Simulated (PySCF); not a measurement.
# CoI3: ligand-field states

Aim: compute the ligand-field states of CoI3.

Computed with PySCF 2.14.0 and routines of our own; the level stands in each step. Atoms count from 0.

### 1 The system as given

4 atoms, charge 0, states of the metal's open shell are computed; geometry from: model start, shaken.

### 2 Relaxing the molecule at PBE0-D3(BJ)/def2-TZVP

The job: settings as JSON, then the geometry in Å.

```
{"job": {"xc": "PBE0", "basis": "def2-TZVP", "d3": "d3bj", "grid": 1, "maxiter": 45, "kind": "geom"}, "charge": 0, "metal": "Co", "open_shell": "d6"}
Co     0.000020     0.004480    -0.004110
I      2.476640    -0.006820    -0.014870
I     -1.244100     2.176510    -0.007380
I     -1.254310    -2.149060     0.005350
```

The run is started by

```console
$ OMP_NUM_THREADS=1 python lf_run.py task.json out
```

The driver reads the jobs from task.json and runs them one after another.

The log of the run:

```text
step   0  E = -2275.83762253  max force = 0.011259
step   1  E = -2275.83954540  max force = 0.000970
step   2  E = -2275.83956001  max force = 0.000110
optimisation converged
```

Wall time 1.9 min (1 thread of Intel Xeon 6975P-C, shared host); peak memory 0.86 GiB.

The steps of the relaxation:

| step | energy from step 0 (eV) | largest force component (eV/Å) |
| --- | --- | --- |
| 0 | 0.0000 | 0.5790 |
| 1 | -0.0523 | 0.0499 |
| 2 | -0.0527 | 0.0057 |

Close pairs (by a distance rule), those that changed most:

| bond | before (Å) | after (Å) | change (Å) |
| --- | --- | --- | --- |
| Co0–I2 | 2.503 | 2.431 | -0.072 |
| Co0–I3 | 2.492 | 2.431 | -0.061 |
| Co0–I1 | 2.477 | 2.432 | -0.044 |

The next job starts from the end point, and lists it.

| at the end point | value |
| --- | --- |
| point group (found at 0.08 Å tolerance) | D3h |
| rotational constants (GHz, main isotopes) | 0.450, 0.449, 0.225 |
| dipole moment (D) | 0.01 |
| ⟨S²⟩ | 6.022 |

### 3 Ligand-field states: state-averaged CASSCF

The job: settings as JSON, then the geometry in Å.

```
{"job": {"kind": "lf", "basis": {"metal": "x2c-TZVPall", "ligand": "x2c-SVPall"}, "nevpt": true}, "charge": 0, "metal": "Co", "open_shell": "d6"}
Co     0.000000     0.000000     0.000000
I      2.431511     0.000012    -0.000000
I     -1.215766     2.105744     0.000000
I     -1.215745    -2.105756     0.000000
```

With the program's defaults for keys left out, this is: state-averaged CASSCF of the metal d shell, SC-NEVPT2 on the averaged canonical orbitals, state-interaction spin-orbit coupling.

The log of the run:

```text
basis functions 156, electrons 186, active (6e, 5o)
stage 1: DIIS on the effective Fock matrix, level shift 0.30
cycle   1  E = -22719.1694379127  dE = -2.272e+04  max|g| = 3.750e+00
cycle   2  E = -22722.6122968959  dE = -3.443e+00  max|g| = 2.940e+00
cycle   3  E = -22720.3135270084  dE =  2.299e+00  max|g| = 3.410e+00
cycle   4  E = -22726.6125975989  dE = -6.299e+00  max|g| = 1.135e+00
cycle   5  E = -22727.3726110385  dE = -7.600e-01  max|g| = 5.699e-01
cycle   6  E = -22727.5605925196  dE = -1.880e-01  max|g| = 4.880e-01
cycle   7  E = -22727.7796584178  dE = -2.191e-01  max|g| = 1.815e-01
cycle   8  E = -22727.8098828339  dE = -3.022e-02  max|g| = 6.226e-02
cycle   9  E = -22727.8236264339  dE = -1.374e-02  max|g| = 2.449e-01
cycle  10  E = -22727.8089843692  dE =  1.464e-02  max|g| = 3.814e-01
cycle  11  E = -22727.8569709197  dE = -4.799e-02  max|g| = 2.241e-01
cycle  12  E = -22727.8553870640  dE =  1.584e-03  max|g| = 1.972e-01
cycle  13  E = -22727.8386213730  dE =  1.677e-02  max|g| = 1.807e-01
cycle  14  E = -22727.7975862382  dE =  4.104e-02  max|g| = 1.929e-01
cycle  15  E = -22727.7582636969  dE =  3.932e-02  max|g| = 2.064e-01
stage 2: quasi-Newton rotations from the point of smallest gradient
cycle  17  E = -22727.8442325723  dE = -3.435e-02  max|g| = 1.477e-01
cycle  18  E = -22727.9156760792  dE = -7.144e-02  max|g| = 1.583e-01
cycle  20  E = -22727.9676211568  dE = -5.195e-02  max|g| = 1.492e-01
cycle  21  E = -22727.9938480423  dE = -2.623e-02  max|g| = 1.205e-01
cycle  24  E = -22728.0120482217  dE = -1.820e-02  max|g| = 4.774e-02
cycle  25  E = -22728.0158190696  dE = -3.771e-03  max|g| = 3.531e-02
cycle  26  E = -22728.0168367916  dE = -1.018e-03  max|g| = 7.515e-03
cycle  27  E = -22728.0171401075  dE = -3.033e-04  max|g| = 4.329e-03
cycle  28  E = -22728.0171865454  dE = -4.644e-05  max|g| = 1.218e-03
cycle  29  E = -22728.0171885278  dE = -1.982e-06  max|g| = 2.724e-04
cycle  30  E = -22728.0171887391  dE = -2.113e-07  max|g| = 8.318e-05
cycle  31  E = -22728.0171887636  dE = -2.448e-08  max|g| = 4.062e-05
cycle  32  E = -22728.0171887689  dE = -5.351e-09  max|g| = 1.497e-05
cycle  33  E = -22728.0171887695  dE = -5.421e-10  max|g| = 4.413e-06
converged average energy = -22728.0171887695

 mult deg   label        CASSCF/cm-1   NEVPT2/cm-1
   5   1   5A1'                0.0           0.0
   5   2   5E''             1082.9        6341.1
   3   2   3E'             19398.3       16181.2
   3   1   3A2''           19364.5       16829.8
   3   1   3A1''           19273.9       16878.6
   3   2   3E'             19342.6       17816.8
   3   2   3E''            21145.4       17938.9
   3   1   3A2'            22052.6       20120.7
   5   2   5E'              8495.1       20219.3
   3   2   3E''            19372.7       22643.1
   3   1   3A1'            25325.5       23376.3
   3   2   3E'             24197.5       23996.1
   3   2   3E''            22555.5       24707.3
   3   1   3A2''           25944.9       26964.6
   3   1   3A1''           26491.4       27153.1
   1   1   1A1'            30279.2       27179.0
   1   1   1A1'            29139.5       27389.1
   1   1   1A2'            29160.0       27430.4
   3   2   3E''            24936.7       28275.0
   1   2   1E''            30546.1       28310.4
   1   1   1A2''           34723.0       29881.1
   1   2   1E'             36086.1       30110.3
   1   1   1A1''           34649.2       30245.0
   3   1   3A2'            24252.7       30673.3
   1   2   1E'             31405.1       33242.2
   1   2   1E''            30185.0       33398.7
   1   1   1A1'            37631.6       34045.3
   1   2   1E'             31619.1       34171.1
   3   2   3E''            30470.2       34806.5
   3   1   3A2'            29063.2       35382.0
   1   1   1A1''           32206.8       35887.8
   3   2   3E''            36468.6       35995.1
   1   1   1A2''           32063.3       36334.1
   1   2   1E'             35265.1       37479.2
   1   1   1A2''           42424.0       38093.8
   1   1   1A1''           42644.9       38210.3
   3   1   3A2''           32728.5       39884.2
   1   2   1E''            35460.0       39938.7
   3   1   3A1''           32756.9       40260.8
   1   1   1A1'            35630.4       40515.9
   3   2   3E'             32108.1       40734.0
   3   2   3E'             33187.1       41769.7
   1   2   1E''            42699.6       42250.1
   1   2   1E'             37637.4       42628.2
   3   2   3E'             37452.5       43005.5
   3   1   3A1'            39459.5       45916.4
   1   2   1E'             49504.6       49595.3
   3   2   3F              54297.3       51027.8
   3   1   3A2'            57663.5       52835.1
   1   1   1A1'            49740.5       52851.8
   1   1   1A1'            64845.4       53039.8
   1   2   1E''            52991.5       55470.9
   3   2   3E''            56932.6       56636.8
   3   2   3E'             58971.5       57014.8
   1   1   1A2'            54382.4       58197.8
   1   2   1E'             64677.7       60377.1
   1   2   1E''            66604.4       62140.3
   1   1   1A1'            80186.9       62655.2
   3   2   3E''            67074.9       66878.9
   1   2   1E'             68495.3       68273.1

spin-orbit levels / cm-1
      0.00  x1  5A1' 0.99
      3.16  x2  5A1' 0.99
     12.72  x2  5A1' 1.00
   6088.07  x2  5E'' 1.00
   6245.35  x2  5E'' 1.00
   6388.30  x2  5E'' 1.00
   6507.00  x1  5E'' 1.00
   6529.92  x1  5E'' 0.99
   6635.55  x2  5E'' 1.00
  15925.64  x1  3E' 0.73 3A2'' 0.26
  15927.12  x2  3E' 0.78 3A2'' 0.14 3A1'' 0.05
  16085.41  x2  3E' 0.95 3E'' 0.05
  16109.45  x1  3E' 0.80 3A1'' 0.18
  16776.11  x2  3A1'' 0.67 3A2'' 0.20 3E' 0.13
  16818.11  x1  3A1'' 0.64 3E' 0.19 3E' 0.17
  17013.32  x2  3A2'' 0.62 3A1'' 0.18 3E' 0.16
  17108.71  x1  3A2'' 0.67 3E' 0.26 3E' 0.07
  17771.47  x2  3E' 0.78 3E'' 0.20
  17787.35  x1  3E'' 0.92 3A2' 0.06
  17896.15  x2  3E' 0.49 3E'' 0.39 3A1'' 0.06
  17910.67  x1  3E' 0.92 3A2'' 0.07
  17999.26  x1  3E'' 0.98
  18032.74  x2  3E'' 0.71 3E' 0.22 3E' 0.04
  18062.30  x1  3E' 0.81 3A1'' 0.18
  18110.15  x2  3E'' 0.54 3E' 0.37 3A1'' 0.05
  20185.17  x1  5E' 0.84 3A2' 0.16
  20205.06  x2  3A2' 0.57 5E' 0.41
  20210.90  x1  5E' 0.98
  20219.01  x2  5E' 0.99
  20242.60  x1  5E' 0.99
```

Wall time 29 s (1 thread of Intel Xeon 6975P-C, shared host); peak memory 0.53 GiB.

Warnings kept with the result: strongly covalent, metal-shell active space is small for this complex.

In short:

| quantity | value |
| --- | --- |
| spin-orbit constant ζ | 326 cm⁻¹ |

Powder susceptibility:

| T (K) | χT (cm³ K/mol) | μ(eff) |
| --- | --- | --- |
| 2 | 2.302 | 4.29 |
| 5 | 2.934 | 4.84 |
| 10 | 3.129 | 5.00 |
| 20 | 3.197 | 5.06 |
| 30 | 3.210 | 5.07 |
| 50 | 3.215 | 5.07 |
| 75 | 3.218 | 5.07 |
| 100 | 3.221 | 5.08 |
| 150 | 3.226 | 5.08 |
| 200 | 3.232 | 5.08 |
| 250 | 3.239 | 5.09 |
| 300 | 3.245 | 5.09 |

Orbitals, density, ELF and potential are computed afterwards from the orbital file.

The spin density lies nearest to Co0 85 %.

### 4 Ligand-field states: state-averaged CASSCF (basis x2c-TZVPall)

The job: settings as JSON, then the geometry in Å.

```
{"job": {"kind": "lf", "basis": "x2c-TZVPall", "nevpt": true}, "charge": 0, "metal": "Co", "open_shell": "d6"}
Co     0.000000     0.000000     0.000000
I      2.431511     0.000012    -0.000000
I     -1.215766     2.105744     0.000000
I     -1.215745    -2.105756     0.000000
```

Method: state-averaged CASSCF of the metal d shell, SC-NEVPT2 on the averaged canonical orbitals, state-interaction spin-orbit coupling.

The log of the run:

```text
basis functions 228, electrons 186, active (6e, 5o)
stage 1: DIIS on the effective Fock matrix, level shift 0.30
cycle   1  E = -22721.2915158419  dE = -2.272e+04  max|g| = 3.229e+00
cycle   2  E = -22724.2061856486  dE = -2.915e+00  max|g| = 3.213e+00
cycle   3  E = -22720.9178771640  dE =  3.288e+00  max|g| = 3.609e+00
cycle   4  E = -22728.6504504565  dE = -7.733e+00  max|g| = 1.276e+00
cycle   5  E = -22729.5774228929  dE = -9.270e-01  max|g| = 5.885e-01
cycle   6  E = -22729.6986466131  dE = -1.212e-01  max|g| = 5.999e-01
cycle   7  E = -22730.0341402052  dE = -3.355e-01  max|g| = 2.406e-01
cycle   8  E = -22730.1023151660  dE = -6.817e-02  max|g| = 1.330e-01
cycle   9  E = -22730.1141946424  dE = -1.188e-02  max|g| = 6.314e-02
cycle  10  E = -22730.1197010074  dE = -5.506e-03  max|g| = 3.238e-02
cycle  11  E = -22730.1201268558  dE = -4.258e-04  max|g| = 1.473e-02
...
cycle  57  E = -22730.3703080324  dE = -9.574e-03  max|g| = 3.656e-02
cycle  58  E = -22730.3754352492  dE = -5.127e-03  max|g| = 2.045e-02
cycle  59  E = -22730.3765416471  dE = -1.106e-03  max|g| = 6.310e-03
cycle  60  E = -22730.3767116422  dE = -1.700e-04  max|g| = 3.078e-03
cycle  61  E = -22730.3767314049  dE = -1.976e-05  max|g| = 8.645e-04
cycle  62  E = -22730.3767336381  dE = -2.233e-06  max|g| = 2.839e-04
cycle  63  E = -22730.3767339905  dE = -3.524e-07  max|g| = 1.888e-04
cycle  64  E = -22730.3767340640  dE = -7.355e-08  max|g| = 4.875e-05
cycle  65  E = -22730.3767340763  dE = -1.229e-08  max|g| = 2.488e-05
cycle  66  E = -22730.3767340781  dE = -1.841e-09  max|g| = 1.620e-05
cycle  67  E = -22730.3767340785  dE = -3.456e-10  max|g| = 4.029e-06
converged average energy = -22730.3767340785

 mult deg   label        CASSCF/cm-1   NEVPT2/cm-1
   5   1   5A1'                0.0           0.0
   5   2   5E''             1144.8        6050.6
   3   2   3E'             19509.5       15783.3
   3   1   3A2''           19438.9       16634.8
   3   1   3A1''           19345.2       16685.3
   3   2   3E''            21221.1       17682.6
   3   2   3E'             19404.2       17865.4
   5   2   5E'              8585.3       19847.3
   3   1   3A2'            22126.2       20040.6
   3   2   3E''            19471.3       22322.7
   3   1   3A1'            25407.8       23331.1
   3   2   3E'             24291.7       23952.0
   3   2   3E''            22668.1       24469.6
   3   1   3A2''           26050.5       26777.9
   3   1   3A1''           26615.9       26975.2
   1   1   1A1'            30373.2       27028.1
   1   1   1A1'            29233.5       27382.5
   1   1   1A2'            29255.2       27426.5
   3   2   3E''            25017.4       27956.7
   1   2   1E''            30651.5       28166.7
   1   1   1A2''           34835.4       29679.3
   1   2   1E'             36208.3       30013.4
   1   1   1A1''           34759.8       30057.9
   3   1   3A2'            24336.8       30286.5
   1   2   1E''            30302.8       33063.4
   1   2   1E'             31513.8       33265.8
   1   2   1E'             31733.5       33535.4
   1   1   1A1'            37749.5       33842.8
   3   2   3E''            30635.0       34714.3
   3   1   3A2'            29194.6       35031.8
   1   1   1A1''           32331.0       35553.4
   3   2   3E''            36585.2       35757.4
   1   1   1A2''           32181.4       36005.7
   1   2   1E'             35402.2       37264.1
   1   1   1A2''           42582.1       38198.9
   1   1   1A1''           42811.4       38321.5
   3   1   3A2''           32835.2       39602.5
   1   2   1E''            35599.6       39649.7
   3   1   3A1''           32862.4       39977.2
   1   1   1A1'            35763.8       40222.2
   3   2   3E'             32252.7       40414.2
   3   2   3E'             33351.5       41483.0
   1   2   1E''            42842.0       41963.2
   1   2   1E'             37779.4       42302.4
   3   2   3E'             37595.8       42669.6
   3   1   3A1'            39639.5       45645.8
   1   2   1E'             49683.0       49366.0
   3   1   3A1''           54426.6       50602.3
   3   1   3A2''           54426.2       50872.7
   1   1   1A1'            49943.3       52573.5
   3   1   3A2'            57852.4       52724.2
   1   1   1A1'            65100.5       52928.3
   1   2   1E''            53151.4       55125.9
   3   2   3E''            57061.3       56254.6
   3   2   3E'             59210.0       56842.9
   1   1   1A2'            54579.8       57887.2
   1   2   1E'             64878.1       60215.2
   1   2   1E''            66823.7       61951.3
   1   1   1A1'            80424.9       62700.2
   3   2   3E''            67357.3       66741.0

spin-orbit levels / cm-1
      0.00  x1  5A1' 0.99
      3.40  x2  5A1' 0.99
     13.72  x2  5A1' 1.00
   5799.03  x2  5E'' 1.00
   5957.16  x2  5E'' 1.00
   6100.52  x1  5E'' 1.00
   6100.54  x1  5E'' 1.00
   6218.64  x1  5E'' 1.00
   6243.22  x1  5E'' 0.99
   6348.01  x2  5E'' 1.00
  15565.43  x1  3E' 0.82 3A2'' 0.09 3A1'' 0.05
  15565.48  x1  3E' 0.82 3A2'' 0.09 3A1'' 0.05
  15609.66  x1  3E' 0.80 3A2'' 0.19
  15691.39  x2  3E' 0.95 3E'' 0.04
  15707.00  x1  3E' 0.85 3A1'' 0.14
  16611.98  x1  3A1'' 0.55 3A2'' 0.35 3E' 0.09
  16612.02  x1  3A1'' 0.55 3A2'' 0.35 3E' 0.09
  16699.10  x1  3A1'' 0.73 3E' 0.15 3E' 0.12
  16791.97  x1  3A2'' 0.52 3A1'' 0.33 3E' 0.12
  16791.99  x1  3A2'' 0.52 3A1'' 0.33 3E' 0.12
  16827.63  x1  3A2'' 0.74 3E' 0.19 3E' 0.06
  17541.65  x1  3E'' 0.93 3A2' 0.05
  17706.32  x2  3E'' 0.82 3E' 0.10 3E' 0.04
  17741.68  x1  3E'' 0.98
  17751.10  x1  3E'' 0.89 3E' 0.05 3E' 0.04
  17751.11  x1  3E'' 0.89 3E' 0.05 3E' 0.04
  17895.98  x2  3E' 0.89 3E'' 0.09
  17968.57  x1  3E' 0.93 3A2'' 0.07
  18017.56  x1  3E' 0.86 3A1'' 0.06 3E'' 0.05
  18017.60  x1  3E' 0.86 3A1'' 0.06 3E'' 0.05
```

Run time: 94 s. Hardware: 1 thread of Intel Xeon 6975P-C, shared host; peak memory 0.9 GiB.

Warnings kept with the result: strongly covalent, metal-shell active space is small for this complex.

Key values:

| quantity | value |
| --- | --- |
| spin-orbit constant ζ | 326 cm⁻¹ |

Powder susceptibility:

| T (K) | χT (cm³ K/mol) | μ(eff) |
| --- | --- | --- |
| 2 | 2.228 | 4.22 |
| 20 | 3.205 | 5.06 |
| 100 | 3.231 | 5.08 |
| 300 | 3.257 | 5.10 |

[end of part 1 of 2]
